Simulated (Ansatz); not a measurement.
Runs of Ansatz 0.2.0 on HPbNO4. The typed cell holds 14 atoms: a = 4.120 Å, b = 6.427 Å, c = 8.387 Å, α = 67.04°, β = 89.96°, γ = 89.98°. The cell was built by a generator and needn't be a form met in nature.

```csv
task,level,spin,cell,k mesh,points for each segment of the path,gap on the mesh (eV),pressure (GPa),largest force (eV/Å)
relaxation of cell and atoms,PBE,off,relaxed,5 × 4 × 3,-,3.31,0.0,0.01
atomic charges,PBE,off,as given,7 × 5 × 4,-,3.30,0.0,0.01
band structure,PBE,off,as given,7 × 5 × 4,10,3.30,0.0,0.01
band structure,BLYP,off,as given,7 × 5 × 4,10,(a),2.1,0.34
electron localisation function,PBE,off,as given,7 × 5 × 4,-,3.30,0.0,0.01
electric field gradients,PBE,off,as given,7 × 5 × 4,-,3.30,0.0,0.01
band structure,PBE,"SOC, no magnetisation",as given,5 × 4 × 3,10,(b),-0.1,0.06
```

Alike in all rows: potentials or basis Ansatz PAW; cutoff (eV) 420; smearing fermi-dirac 0.05 eV.

Task: Fill in the values left out.

Result: (a) 3.27; (b) 3.21.

Caveats: spin-orbit coupling is left out, which as a rule narrows the gap of such compounds by several tenths of an eV (some runs); odd divisions of the mesh miss points on the zone boundary, where band edges often lie, so the gap on the mesh can be too wide (some runs); the plane-wave basis is chosen anew once the cell has moved, so the energies of steps on either side of that aren't comparable (some runs); the PAW data sets come from PBE, with cores solved anew for the run's functional, which leaves a small shift of forces and pressure (some runs).

A k mesh can miss the band edges, and rows without SOC leave out spin-orbit coupling on Pb.
